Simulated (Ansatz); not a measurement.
Crystal: GaGe.

```
Ge Ga
1.0
     0.00000    2.89784    2.89784
     2.89784    0.00000    2.89784
     2.89784    2.89784    0.00000
Ge Ga
1 1
Direct
  0.00000 0.00000 0.00000
  0.25000 0.25000 0.25000
```

The cell comes from a database or a generator and needn't be the stable form of this composition.

Program: Ansatz 0.2.0. Alike in all runs: task band structure; potentials or basis Ansatz PAW; cell as given; cutoff (eV) 420; smearing fermi-dirac 0.05 eV.

Order these runs on this cell by their pressure, lowest first.
A. level PBE; spin SOC, no magnetisation; k mesh 6 × 6 × 6
B. level LDA; spin SOC, no magnetisation; k mesh 6 × 6 × 6
C. level PBEsol; spin off; k mesh 8 × 8 × 8

B (-4.3 GPa), C (-2.4 GPa), A (0.1 GPa).

Caveats: the PAW data sets come from PBE, with cores solved anew for the run's functional, which leaves a small shift of forces and pressure (some runs).
